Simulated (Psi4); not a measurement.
**InHCl (SMILES [Cl][InH]): UMP3/def2-TZVPP (core potential)**

Aim: the vertical doublet–quartet gap of InHCl at UMP3/def2-TZVPP (core potential), from 2 runs. 

The results are computed with Psi4 1.11.

6 further runs of the same task are left out: 4 that didn't finish, 2 set aside as unsound or not needed.

## 1. The system as given

InHCl has 3 atoms, charge 0, and is taken as a doublet. SMILES: `[Cl][InH]`. Geometry: relaxed at PBE0-D4/def2-TZVP.

Bond lengths: Cl1–In2 2.365 Å, In2–H3 1.773 Å. Angles: Cl1–In2–H3 115.3°.

## 2. A single-point energy at UMP3/def2-TZVPP (core potential)

input.in

```
memory 2.2 GB

molecule system {
  0 2
  Cl    -1.649800     0.396800    -0.867400
  In     0.409500     0.542400     0.286100
  H      1.229400    -1.003900     0.568100
  units angstrom
  symmetry c1
}

set basis def2-TZVPP
set reference uhf
set puream true
set e_convergence 1e-09
set d_convergence 1e-08
set scf_type pk
set num_frozen_docc 9
set maxiter 100
set mp_type conv

e_tot = energy("mp3")
```

Command:

```
$ psi4 -n 1 input.in input.out
```

input.out (excerpt; [...] marks lines left out):

```text
[...]
    !!!  WARNING: ECP capability is in beta. Please check occupations closely.  !!!
[...]
  Running in c1 symmetry.
[...]
  Nuclear repulsion =   88.717601164286492
[...]
  Multiplicity = 2
[...]
  Nalpha       = 20
  Nbeta        = 19
[...]
    Number of basis functions: 106
[...]
   @UHF iter   1:  -649.27602936741539   -1.20412e+00   3.59709e-03 ADIIS/DIIS
[...]
   @UHF iter  15:  -649.33744220020810   -6.36646e-12   5.82590e-09 DIIS
[...]
   @S^2 Observed:                7.682446312E-01
[...]
    Orbital Energies [Eh]
    ---------------------
    Alpha Occupied:
       1A   -104.792636     2A    -10.521134     3A     -7.989184
       4A     -7.986568     5A     -7.986551     6A     -5.414578
       7A     -3.672990     8A     -3.668306     9A     -3.664452
      10A     -1.084653    11A     -1.058774    12A     -1.057010
      13A     -1.053799    14A     -1.051174    15A     -1.013582
      16A     -0.564813    17A     -0.469797    18A     -0.438289
      19A     -0.437220    20A     -0.322308
    Alpha Virtual:
      21A      0.005470    22A      0.063174    23A      0.093513
      24A      0.131117    25A      0.161223    26A      0.178506
[...]
  @UHF Final Energy:  -649.33744220020810
   => Energetics <=
    Nuclear Repulsion Energy =             88.7176011642864921
    One-Electron Energy =               -1148.0760991047291100
    Two-Electron Energy =                 410.0210557402345444
    Total Energy =                       -649.3374422002082156
  UHF NO Occupations:
  HONO-2 :   18  A 1.9993552
  HONO-1 :   19  A 1.9921078
[...]
 Multipole Moments:
 ------------------------------------------------------------------------------------
     Multipole            Electronic (a.u.)      Nuclear  (a.u.)        Total (a.u.)
 ------------------------------------------------------------------------------------
 L = 1.  Multiply by 2.5417464519 to convert [e a0] to [Debye]
 Dipole X            :         35.5091714          -34.3160511            1.1931203
 Dipole Y            :          4.6499578           -4.3716373            0.2783205
 Dipole Z            :          0.0000010            0.0000000            0.0000010
 Magnitude           :                                                    1.2251524
[...]
	SCS-MP2 Total Energy (a.u.)        :  -649.76038116341044
	SOS-MP2 Total Energy (a.u.)        :  -649.74587699539143
[...]
	SOS-PI-MP2 Total Energy (a.u.)     :  -649.77729505655941
[...]
	MP2 Total Energy (a.u.)            :  -649.78938949944825
[...]
	SCS-MP3 Total Energy (a.u.)        :  -649.76346056362377
[...]
	MP3 Total Energy (a.u.)            :  -649.80170710030166
[...]
```

Run time: 38 s. Hardware: 1 thread of AMD EPYC 7R43 (Zen 3), shared host; peak memory 1.1 GiB.

## 3. The quartet

clhin.xyz

```xyz
3
ClHIn
Cl    -1.649800     0.396800    -0.867400
In     0.409500     0.542400     0.286100
H      1.229400    -1.003900     0.568100
```

clhin.py

```python
import psi4

psi4.set_memory(2200000000)
psi4.set_num_threads(1)
psi4.set_output_file('run.log', False)

with open('clhin.xyz') as f:
    atoms = ''.join(f.readlines()[2:])
geom = psi4.geometry('0 4\n' + atoms + 'symmetry c1\nno_reorient\nno_com')

psi4.set_options({
    'reference': 'uhf',
    'puream': True,
    'e_convergence': 1e-09,
    'd_convergence': 1e-08,
    'scf_type': 'pk',
    'num_frozen_docc': 9,
    'maxiter': 100,
    'mp_type': 'conv',
})

e, wfn = psi4.energy("mp3/def2-TZVPP", return_wfn=True)
print(f'mp3/def2-TZVPP energy: {e:.10f} Eh')
for k, v in sorted(psi4.core.scalar_variables().items()):
    print(f'{k:45s} {v:18.10f}')
```

Command:

```
$ python clhin.py
```

run.log (excerpt; [...] marks lines left out):

```text
[...]
    !!!  WARNING: ECP capability is in beta. Please check occupations closely.  !!!
[...]
  Running in c1 symmetry.
[...]
  Nuclear repulsion =   88.717601164286506
[...]
  Multiplicity = 4
[...]
  Nalpha       = 21
  Nbeta        = 18
[...]
    Number of basis functions: 106
[...]
   @UHF iter   1:  -649.09976369549167   -1.01390e+00   3.55899e-03 DIIS/ADIIS
[...]
   @UHF iter  17:  -649.17304272040394   -1.85310e-11   8.35432e-09 DIIS
[...]
   @S^2 Observed:                3.765018828E+00
[...]
  @UHF Final Energy:  -649.17304272040394
   => Energetics <=
    Nuclear Repulsion Energy =             88.7176011642865063
    One-Electron Energy =               -1147.2979067181302071
    Two-Electron Energy =                 409.4072628334398587
    Total Energy =                       -649.1730427204039415
  UHF NO Occupations:
  HONO-2 :   19  A 1.0000000
  HONO-1 :   20  A 1.0000000
[...]
 Multipole Moments:
 ------------------------------------------------------------------------------------
     Multipole            Electronic (a.u.)      Nuclear  (a.u.)        Total (a.u.)
 ------------------------------------------------------------------------------------
 L = 1.  Multiply by 2.5417464519 to convert [e a0] to [Debye]
 Dipole X            :         35.5377443          -34.4264636            1.1112807
 Dipole Y            :        -32.9184567           32.3749770           -0.5434798
 Dipole Z            :         15.9920509          -15.4383066            0.5537444
 Magnitude           :                                                    1.3553405
[...]
	SCS-MP2 Total Energy (a.u.)        :  -649.56679453488857
	SOS-MP2 Total Energy (a.u.)        :  -649.54890814056409
[...]
	SOS-PI-MP2 Total Energy (a.u.)     :  -649.57782086519182
[...]
	MP2 Total Energy (a.u.)            :  -649.60256732353707
[...]
	SCS-MP3 Total Energy (a.u.)        :  -649.56920307929113
[...]
	MP3 Total Energy (a.u.)            :  -649.61220150114707
[...]
```

Run time: 37 s. Hardware: 1 thread of AMD EPYC 7R43 (Zen 3), shared host; peak memory 1.1 GiB.

## 4. What came out

At UMP3/def2-TZVPP (core potential), 9 core orbitals frozen:

| quantity | value |
| --- | --- |
| doublet: total energy | -649.80171 Eh |
| doublet: HOMO energy (Hartree–Fock orbitals) (highest over α and β) | -8.77 eV |
| doublet: LUMO energy (Hartree–Fock orbitals) (lowest over α and β) | -0.08 eV |
| doublet: correlation energy (9 core orbitals frozen) | -464.3 mEh |
| doublet: ⟨S²⟩ of the reference determinant | 0.768 |
| quartet: total energy | -649.61220 Eh |
| quartet: HOMO energy (Hartree–Fock orbitals) (highest over α and β) | -6.47 eV |
| quartet: LUMO energy (Hartree–Fock orbitals) (lowest over α and β) | -3.24 eV |
| quartet: correlation energy (9 core orbitals frozen) | -439.2 mEh |
| quartet: ⟨S²⟩ of the reference determinant | 3.765 |
| vertical energy of the quartet above the doublet | 5.157 eV |

In words: At this shape the quartet lies 5.16 eV (498 kJ/mol) above the doublet.
